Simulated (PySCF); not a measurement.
**A diatomic session: AuH**

One job finds the state of AuH, follows it along the bond with each method and fits the curves.

Program: PySCF 2.14.0. Level of theory: H def2-TZVPP, Au def2-TZVPP with ECP60, scalar-relativistic core potentials. These are calculated values, not measurements.

## Step 1: The job

The job is set up so:

```json
{
  "atoms": "H, Au",
  "charge": "0",
  "basis": "H def2-TZVPP, Au def2-TZVPP with ECP60",
  "Hamiltonian": "scalar-relativistic core potentials",
  "basis functions": "70",
  "electrons treated": "20",
  "masses in u": "1.0078, 196.9666",
  "levels": "PBE0, PBE, r²SCAN, M06-2X, TPSS, PBEsol, BHandHLYP, LC-ωPBE, HF, MP2, SCS-MP2, CCSD, CCSD(T)",
  "grid": "80 radial by 434 angular points",
  "occupations": "held fixed by the projection of orbital angular momentum",
  "dissociation limit": "H + Au, each in its ground configuration",
  "starting distance in angstrom": "1.545",
  "values of 2S to try": "0, 2, 4"
}
```

Command:

```bash
$ OMP_NUM_THREADS=1 python dia.py task.json out
```

The runs that follow: The PBE0 curve of the state that the search chose; Higher solutions at PBE0; PBE (GGA); r²SCAN (meta-GGA); M06-2X (hybrid meta-GGA); TPSS (meta-GGA); PBEsol; BHandHLYP (global hybrid GGA); LC-ωPBE; RHF; Adding correlation.

Q: Predict the outcome of this session. Wanted: for each run, Re; ωe; De; μ.

**Answer**, as computed:

Lowest PBE0 solution found, without spin–orbit coupling: ¹Σ⁺ (singlet), closed shell. State 2 has its PBE0 minimum 2.87 eV higher. The other levels ran on the lowest alone.

```
      level  Re (Å)  ωe (cm⁻¹)  De (eV)  μ (D)
        RHF   1.572       2081     1.69   2.64
    RHF-MP2   1.492       2472     3.11    n/a
RHF-SCS-MP2   1.503       2408     3.10    n/a
   RHF-CCSD   1.524       2283     3.05    n/a
RHF-CCSD(T)   1.522       2289     3.16    n/a
        PBE   1.537       2241     3.19   1.11
     PBEsol   1.530       2288     3.43   1.03
       TPSS   1.541       2251     3.25   1.27
     r²SCAN   1.524       2322     3.26   1.25
       PBE0   1.535       2254     2.98   1.45
  BHandHLYP   1.543       2211     2.80   1.78
     M06-2X   1.532       2239     2.75   1.67
    LC-ωPBE   1.538       2276     2.87   1.93
```

De is counted to H + Au in their ground configurations. A positive dipole means H(−)Au(+).

Differences from CCSD(T) in the same basis:

```
      level  Re (mÅ)  ωe (%)
        RHF      +50    -9.1
    RHF-MP2      -30    +8.0
RHF-SCS-MP2      -19    +5.2
   RHF-CCSD       +2    -0.3
        PBE      +15    -2.1
     PBEsol       +8    -0.1
       TPSS      +19    -1.7
     r²SCAN       +3    +1.4
       PBE0      +13    -1.5
  BHandHLYP      +21    -3.4
     M06-2X      +10    -2.2
    LC-ωPBE      +16    -0.6
```

**Reading.** Judged by CCSD(T) in the same basis: best bond length RHF-CCSD (+2 mÅ), worst RHF (+50 mÅ); best wavenumber PBEsol (-0.1 %), worst RHF (-9.1 %). Of the levels with a De here, RHF gives the least (1.69 eV) and PBEsol the most (3.43 eV).

Spin–orbit coupling is left out.
